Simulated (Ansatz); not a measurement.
# C3H6AlFS: the cost of one run

All numbers below are computed with Ansatz 0.2.0 (RKS B3LYP-D4/STO-3G).

### 1 The system as given

Bond lengths: C1–C2 1.361 Å, C2–F3 1.333 Å, C2–S4 1.780 Å, S4–C5 1.862 Å, C5–Al6 1.985 Å, C1–H7 1.046 Å, C1–H8 1.079 Å, C5–H9 1.106 Å, C5–H10 1.150 Å, Al6–H11 1.586 Å, Al6–H12 1.608 Å. Angles (14 of 16 angles, heavy atoms first): C1–C2–F3 118.5°, C1–C2–S4 124.1°, F3–C2–S4 117.2°, C2–S4–C5 94.2°, S4–C5–Al6 113.2°, C2–C1–H7 120.8°, C2–C1–H8 115.4°, S4–C5–H9 110.7°, S4–C5–H10 110.1°, Al6–C5–H9 108.1°, Al6–C5–H10 109.4°, C5–Al6–H11 120.4°, C5–Al6–H12 119.6°, H7–C1–H8 123.6°.

As a file:

```xyz
12

C     1.2622   -1.6452    0.2773
C     1.5869   -0.3346    0.1036
F     2.4736    0.2162    0.9323
S     1.0008    0.6689   -1.2452
C    -0.3945    1.4142   -0.2624
Al   -2.0154    0.2687   -0.2125
H     1.6530   -2.1918    1.0786
H     0.5323   -2.0371   -0.4146
H    -0.6825    2.3987   -0.6760
H    -0.0482    1.6319    0.8128
H    -2.7314   -0.1676   -1.5587
H    -2.5598   -0.2775    1.1989
```

### 2 Preparing the start

Input file input.yaml:

```yaml
crystal:
  periodic: [false, false, false]
  atoms:
    - { symbol: C, position_ang: [1.2622, -1.6452, 0.2773] }
    - { symbol: C, position_ang: [1.5869, -0.3346, 0.1036] }
    - { symbol: F, position_ang: [2.4736, 0.2162, 0.9323] }
    - { symbol: S, position_ang: [1.0008, 0.6689, -1.2452] }
    - { symbol: C, position_ang: [-0.3945, 1.4142, -0.2624] }
    - { symbol: Al, position_ang: [-2.0154, 0.2687, -0.2125] }
    - { symbol: H, position_ang: [1.653, -2.1918, 1.0786] }
    - { symbol: H, position_ang: [0.5323, -2.0371, -0.4146] }
    - { symbol: H, position_ang: [-0.6825, 2.3987, -0.676] }
    - { symbol: H, position_ang: [-0.0482, 1.6319, 0.8128] }
    - { symbol: H, position_ang: [-2.7314, -0.1676, -1.5587] }
    - { symbol: H, position_ang: [-2.5598, -0.2775, 1.1989] }
basis:
  gaussian: { orbitals: STO-3G }
hamiltonian:
  xc: b3lyp
  dispersion: d4
relax:
  f_tol: 0.02
  max_steps: 40
scf:
  lower_state_search: "off"
```

Command:

```
> ansatz run input.yaml --threads 1 --pin off --max-ram 2048MiB --backend cpu --events-out ev --progress --plain --runs-dir out
```

What time and memory should one allow on 1 thread of Intel Xeon Platinum 8488C (Sapphire Rapids), shared host?

About 78 s, with a peak of 0.16 GiB.
